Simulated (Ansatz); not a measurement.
**CH5Sb (SMILES [CH3][SbH2]): single points off equilibrium**

How do the functionals fare away from a minimum? The structure is a structure displaced at random from a GFN2-xTB minimum.

Method: single points in def2-TZVPP; program: Ansatz 0.2.0, Gaussian basis.

Cores are frozen in the correlated methods. Filled d shells of the heavier atoms are correlated. Core potentials replace the inner electrons past krypton, and spin-orbit coupling is left out.

## 1. The starting structure

SMILES `[CH3][SbH2]`, 7 atoms, charge 0, spin multiplicity 1.

Atoms are counted from 1 here; the program's logs count them from 0.

Bond lengths: C1–Sb2 2.163 Å, C1–H3 1.084 Å, C1–H4 1.059 Å, C1–H5 1.091 Å, Sb2–H6 1.710 Å, Sb2–H7 1.705 Å. Angles: Sb2–C1–H3 109.6°, Sb2–C1–H4 110.3°, Sb2–C1–H5 109.9°, H3–C1–H4 109.3°, H3–C1–H5 107.0°, H4–C1–H5 110.7°, C1–Sb2–H6 92.5°, C1–Sb2–H7 92.6°, H6–Sb2–H7 87.4°.

Geometry (Å):

```tsv
atom	x (Å)	y (Å)	z (Å)
C1	-0.6197	-0.4799	-0.3878
Sb2	0.6566	0.1658	1.2354
H3	-0.4339	-1.5254	-0.6032
H4	-1.6383	-0.3520	-0.1274
H5	-0.3809	0.0795	-1.2932
H6	0.4291	1.8174	0.8551
H7	2.0385	0.2065	0.2375
```

## 2. CCSD(T)/def2-TZVPP

run/in.yaml reads:

```yaml
crystal:
  periodic: [false, false, false]
  atoms:
    - {symbol: C, position_ang: [-0.619700, -0.479900, -0.387800]}
    - {symbol: Sb, position_ang: [0.656600, 0.165800, 1.235400]}
    - {symbol: H, position_ang: [-0.433900, -1.525400, -0.603200]}
    - {symbol: H, position_ang: [-1.638300, -0.352000, -0.127400]}
    - {symbol: H, position_ang: [-0.380900, 0.079500, -1.293200]}
    - {symbol: H, position_ang: [0.429100, 1.817400, 0.855100]}
    - {symbol: H, position_ang: [2.038500, 0.206500, 0.237500]}
basis:
  gaussian: {orbitals: def2-TZVPP}
correlation: {method: ccsd_t}
output: {forces: true}
```

The command line of these runs was not kept.

## 3. PBE0-D4/def2-TZVPP

run/in.yaml: that of step 2 with these lines changed.

```diff
@@ -12,3 +12,3 @@
   gaussian: {orbitals: def2-TZVPP}
-correlation: {method: ccsd_t}
-output: {forces: true}
+hamiltonian: {xc: pbe0, dispersion: d4}
+output: {forces: true, orbitals: {seedname: orbitals}}
```

## 4. wB97M-V/def2-TZVPP

run/in.yaml: that of step 3 with these lines changed.

```diff
@@ -12,3 +12,3 @@
   gaussian: {orbitals: def2-TZVPP}
-hamiltonian: {xc: pbe0, dispersion: d4}
-output: {forces: true, orbitals: {seedname: orbitals}}
+hamiltonian: {xc: {name: wB97M-V}}
+output: {forces: true}
```

## 5. r2SCAN-D4/def2-TZVPP

run/in.yaml: that of step 4 with these lines changed.

```diff
@@ -12,3 +12,3 @@
   gaussian: {orbitals: def2-TZVPP}
-hamiltonian: {xc: {name: wB97M-V}}
+hamiltonian: {xc: r2scan, dispersion: d4}
 output: {forces: true}
```

## 6. PBE-D4/def2-TZVPP

run/in.yaml: that of step 5 with these lines changed.

```diff
@@ -12,3 +12,3 @@
   gaussian: {orbitals: def2-TZVPP}
-hamiltonian: {xc: r2scan, dispersion: d4}
+hamiltonian: {xc: pbe, dispersion: d4}
 output: {forces: true}
```

## 7. BHLYP-D4/def2-TZVPP

run/in.yaml: that of step 6 with these lines changed.

```diff
@@ -12,3 +12,3 @@
   gaussian: {orbitals: def2-TZVPP}
-hamiltonian: {xc: pbe, dispersion: d4}
+hamiltonian: {xc: {name: BHLYP}, dispersion: d4}
 output: {forces: true}
```

## 8. r2SCANh-D4/def2-TZVPP

run/in.yaml: that of step 7 with these lines changed.

```diff
@@ -12,3 +12,3 @@
   gaussian: {orbitals: def2-TZVPP}
-hamiltonian: {xc: {name: BHLYP}, dispersion: d4}
+hamiltonian: {xc: {name: r2SCANh}, dispersion: d4}
 output: {forces: true}
```

(Steps that only read results are left out.)

What does the calculation give? Wanted: energy less free atoms, CCSD(T)/def2-TZVPP; RMS force component; RMS force error; HOMO and LUMO, PBE0-D4; T1 diagnostic.

**Answer**, as computed:

| quantity | value |
| --- | --- |
| energy less free atoms, CCSD(T)/def2-TZVPP | -2025.6 kJ/mol |
| RMS force component | 0.346 to 0.416 eV/Å over the methods |
| RMS force error | PBE0-D4 0.070, wB97M-V 0.037, r2SCAN-D4 0.092, PBE-D4 0.210, BHLYP-D4 0.125, r2SCANh-D4 0.065 eV/Å |
| HOMO and LUMO, PBE0-D4 | -7.14 and -0.22 eV |
| T1 diagnostic | 0.013 |

In words: Against CCSD(T) the functionals' energies less atoms differ by -59.5 to -12.8 kJ/mol, PBE-D4 by -59.5 kJ/mol. CCSD(T) in triple zeta still lacks some correlation energy of the bonds, so part of these gaps is its own basis error and they don't rank the functionals. For forces wB97M-V does best and PBE-D4 worst. Frozen-core CCSD(T) forces in triple zeta carry basis errors of their own, and this is one geometry, so small gaps rank nothing.
